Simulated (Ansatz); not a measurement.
# AlSe4: the cost of one run

Program: Ansatz 0.2.0. Level of theory: DFT PBE+D3(BJ), scalar-relativistic, plane waves, PAW. These are calculated values, not measurements.

### 1 Starting point

Symmetry: P4/mmm, No. 123, tetragonal system. Conventional cell: a = 3.802 Å, b = 3.802 Å, c = 6.952 Å, α = 90.00°, β = 90.00°, γ = 90.00°. Around Al (site symmetry 4/mmm) lie 8 Se at 2.51 Å. Se (site symmetry 2mm) has 2 Al at 2.51 Å and 4 Se at 2.69 Å as nearest neighbours.

Coordinates:

```
CELL_PARAMETERS angstrom
3.80248 0.00000 0.00000
0.00000 3.80248 0.00000
0.00000 0.00000 6.95243
ATOMIC_POSITIONS crystal
Al 0.50000 0.50000 0.00000
Se 0.00000 0.50000 0.76430
Se 0.50000 0.00000 0.76430
Se 0.00000 0.50000 0.23570
Se 0.50000 0.00000 0.23570
```

The cell is invented: Al between sheets of the Se type, stage 2 (P4/mmm, No. 123). Lengths come from tabulated atomic sizes and are only a guess.

### 2 Probe: one point on a coarse mesh

Input file input.yaml:

```yaml
crystal:
  lattice:
    - [3.80248369, 0.0, 0.0]
    - [0.0, 3.80248369, 0.0]
    - [0.0, 0.0, 6.95242549]
  atoms:
    - { symbol: Al, position: [0.5, 0.5, 0.0] }
    - { symbol: Se, position: [0.0, 0.5, 0.76429625] }
    - { symbol: Se, position: [0.5, 0.0, 0.76429625] }
    - { symbol: Se, position: [0.0, 0.5, 0.23570375] }
    - { symbol: Se, position: [0.5, 0.0, 0.23570375] }
basis:
  ecutwfc: 420
kpoints:
  mp_grid: { grid: [4, 4, 4] }
hamiltonian:
  xc: pbe
  dispersion: d3bj
scf:
  occupations: { method: gaussian, width: 0.1 }
  lower_state_search: "off"
output:
  forces: true
  stress: true
  eigenvalues: true
```

Launch:

```console
> ansatz run input.yaml --threads 1 --pin off --max-ram 2048MiB --backend cpu --events-out ev --progress --plain --runs-dir out
```

What time and memory should one allow on 1 thread of Arm Neoverse N1, shared host?

About 8.1 s, with a peak of 0.39 GiB.
